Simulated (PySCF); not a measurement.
# GeH2F (SMILES [F][GeH2]): FCI/STO-3G (functionals set, moving atoms (1, 2, 3))

Aim: an energy scan of GeH2F. Input form: a Python script.

The calculation is run with PySCF 2.14.0.

## 1. Starting point

GeH2F has 4 atoms, charge 0, and is taken as a doublet. SMILES: `[F][GeH2]`. The shape is that of a PBE0-D4/def2-TZVP optimisation.

Bond lengths: F1–Ge2 1.745 Å, Ge2–H3 1.549 Å, Ge2–H4 1.549 Å. Angles: F1–Ge2–H3 105.4°, F1–Ge2–H4 105.4°, H3–Ge2–H4 113.3°.

## 2. An energy scan at FCI/STO-3G (functionals set, moving atoms (1, 2, 3))

File pes_scan.py:

```python
import numpy as np
from pyscf import cc, dft, gto, mcscf, mp, scf

symbols = ["F", "Ge", "H", "H"]
xyz = np.array([
    [0.138200, -0.585400, 1.442000],
    [0.305700, -0.223200, -0.257100],
    [-1.078800, -0.527800, -0.882000],
    [0.690400, 1.276000, -0.323100],
])
i, j, moving = 3, 1, [0, 1, 2]
u = (xyz[j] - xyz[i]) / np.linalg.norm(xyz[j] - xyz[i])
r0 = np.linalg.norm(xyz[j] - xyz[i])
functionals = {"TPSSh": "tpssh", "revPBE": "revpbe", "BLYP": "blyp"}

def stable(mf, dm=None):
    for _ in range(4):
        mf.kernel(dm)
        if not mf.converged:
            mf = mf.newton().run(mf.mo_coeff, mf.mo_occ).undo_soscf()
        mo, _, ok, _ = mf.stability(return_status=True)
        if ok:
            break
        dm = mf.make_rdm1(mo, mf.mo_occ)
    return mf

def value(obj):
    return obj.e_tot if obj.converged else float("nan")

def exact(mf):
    ci = mcscf.CASCI(mf, 15, (12, 11))
    ci.fix_spin_(ss=0.75)
    ci.fcisolver.max_cycle = 200
    return ci.kernel()[0], 0.0

cols = ["ROHF", "UHF", "UMP2", "UCCSD", "UCCSD(T)", "TPSSh", "revPBE", "BLYP", "FCI"]
rows, s2, dw = [], [], []
dm_r = None
distances = [1.1619, 1.4717, 1.5492, 2.0139, 2.4787, 3.0984, 4.6475]
for r in distances:
    x = xyz.copy()
    x[moving] += (r - r0) * u
    mol = gto.M(atom=list(zip(symbols, x)), basis="sto-3g", charge=0, spin=1, verbose=0)
    rhf = scf.ROHF(mol).set(conv_tol=1e-10, max_cycle=200)
    rhf.kernel(dm_r)
    if not rhf.converged:
        rhf = rhf.newton().run(rhf.mo_coeff, rhf.mo_occ)
    dm_r = rhf.make_rdm1()
    uhf = stable(scf.UHF(mol).set(conv_tol=1e-9, max_cycle=200))
    e = [value(rhf), value(uhf)]
    for ref in (uhf,):
        c = cc.CCSD(ref, frozen=10).set(max_cycle=120).run()
        e += [mp.MP2(ref, frozen=10).run().e_tot, value(c), c.e_tot + c.ccsd_t() if c.converged else float("nan")]
    for xc in functionals.values():
        e.append(value(stable(dft.UKS(mol, xc=xc).set(conv_tol=1e-8, max_cycle=80), uhf.make_rdm1())))
    e_ref, w = exact(rhf)
    rows.append(e + [e_ref])
    s2.append(uhf.spin_square()[0])
    dw.append(w)
    print(f"r = {r:.4f} A  " + "  ".join(f"{k} {v:.6f}" for k, v in zip(cols, rows[-1])) + f"  <S^2>(UHF) {s2[-1]:.3f}", flush=True)
rows = np.array(rows)
print("\nenergies relative to r = 1.5492 A, kcal/mol")
print("r/A    " + "".join(f"{k:>10s}" for k in cols))
for r, row in zip(distances, rows):
    print(f"{r:<7.3f}" + "".join(f"{v:10.2f}" for v in (row - rows[2]) * 627.509474))
print("\nnon-parallelity error against FCI, kcal/mol")
for k, d in zip(cols[:-1], (rows[:, :-1] - rows[:, -1:]).T * 627.509474):
    print(f"{k:>10s} {np.nanmax(d) - np.nanmin(d):10.3f}")
```

Run with:

```sh
python pes_scan.py
```

Log:

```text
r = 1.1619 A  ROHF -2150.873032  UHF -2150.873654  UMP2 -2150.920430  UCCSD -2150.938135  UCCSD(T) -2150.940617  TPSSh -2152.587822  revPBE -2152.356213  BLYP -2152.442948  FCI -2150.941452  <S^2>(UHF) 0.754
r = 1.4717 A  ROHF -2150.908093  UHF -2150.908573  UMP2 -2150.955923  UCCSD -2150.975101  UCCSD(T) -2150.977639  TPSSh -2152.606062  revPBE -2152.375722  BLYP -2152.458955  FCI -2150.978514  <S^2>(UHF) 0.753
r = 1.5492 A  ROHF -2150.903824  UHF -2150.904283  UMP2 -2150.952539  UCCSD -2150.972462  UCCSD(T) -2150.975079  TPSSh -2152.600866  revPBE -2152.371282  BLYP -2152.454057  FCI -2150.975985  <S^2>(UHF) 0.753
r = 2.0139 A  ROHF -2150.829013  UHF -2150.832192  UMP2 -2150.885690  UCCSD -2150.916584  UCCSD(T) -2150.920431  TPSSh -2152.539851  revPBE -2152.317499  BLYP -2152.400081  FCI -2150.921756  <S^2>(UHF) 0.832
r = 2.4787 A  ROHF -2150.778356  UHF -2150.789716  UMP2 -2150.836826  UCCSD -2150.861435  UCCSD(T) -2150.866873  TPSSh -2152.482943  revPBE -2152.260296  BLYP -2152.345593  FCI -2150.868842  <S^2>(UHF) 1.039
r = 3.0984 A  ROHF -2150.778938  UHF -2150.780332  UMP2 -2150.830860  UCCSD -2150.850286  UCCSD(T) -2150.856020  TPSSh -2152.460050  revPBE -2152.234351  BLYP -2152.317590  FCI -2150.857188  <S^2>(UHF) 0.919
r = 4.6475 A  ROHF -2150.778957  UHF -2150.779166  UMP2 -2150.831319  UCCSD -2150.850110  UCCSD(T) -2150.855943  TPSSh -2152.454241  revPBE -2152.232229  BLYP -2152.313391  FCI -2150.857043  <S^2>(UHF) 0.850

energies relative to r = 1.5492 A, kcal/mol
r/A          ROHF       UHF      UMP2     UCCSD  UCCSD(T)     TPSSh    revPBE      BLYP       FCI
1.162       19.32     19.22     20.15     21.54     21.63      8.19      9.46      6.97     21.67
1.472       -2.68     -2.69     -2.12     -1.66     -1.61     -3.26     -2.79     -3.07     -1.59
1.549        0.00      0.00      0.00      0.00      0.00      0.00      0.00      0.00      0.00
2.014       46.94     45.24     41.95     35.06     34.29     38.29     33.75     33.87     34.03
2.479       78.73     71.89     72.61     69.67     67.90     74.00     69.65     68.06     67.23
3.098       78.37     77.78     76.36     76.67     74.71     88.36     85.93     85.63     74.55
4.647       78.36     78.51     76.07     76.78     74.76     92.01     87.26     88.27     74.64

non-parallelity error against FCI, kcal/mol
      ROHF     15.263
       UHF     13.658
      UMP2      9.440
     UCCSD      2.567
  UCCSD(T)      0.712
     TPSSh     30.856
    revPBE     24.833
      BLYP     28.331
```

Wall time 5.8 min (1 thread of Arm Neoverse V2, shared host); peak memory 0.3 GiB.

Energies in eV from each method's first point:

```tsv
distance (Å)	ROHF	UHF	UMP2	UCCSD	UCCSD(T)	TPSSh	revPBE	BLYP	FCI
1.162	0.00	0.00	0.00	0.00	0.00	0.00	0.00	0.00	0.00
1.472	-0.95	-0.95	-0.97	-1.01	-1.01	-0.50	-0.53	-0.44	-1.01
1.549	-0.84	-0.83	-0.87	-0.93	-0.94	-0.35	-0.41	-0.30	-0.94
2.014	1.20	1.13	0.95	0.59	0.55	1.31	1.05	1.17	0.54
2.479	2.58	2.28	2.27	2.09	2.01	2.85	2.61	2.65	1.98
3.098	2.56	2.54	2.44	2.39	2.30	3.48	3.32	3.41	2.29
4.647	2.56	2.57	2.42	2.40	2.30	3.63	3.37	3.53	2.30
```
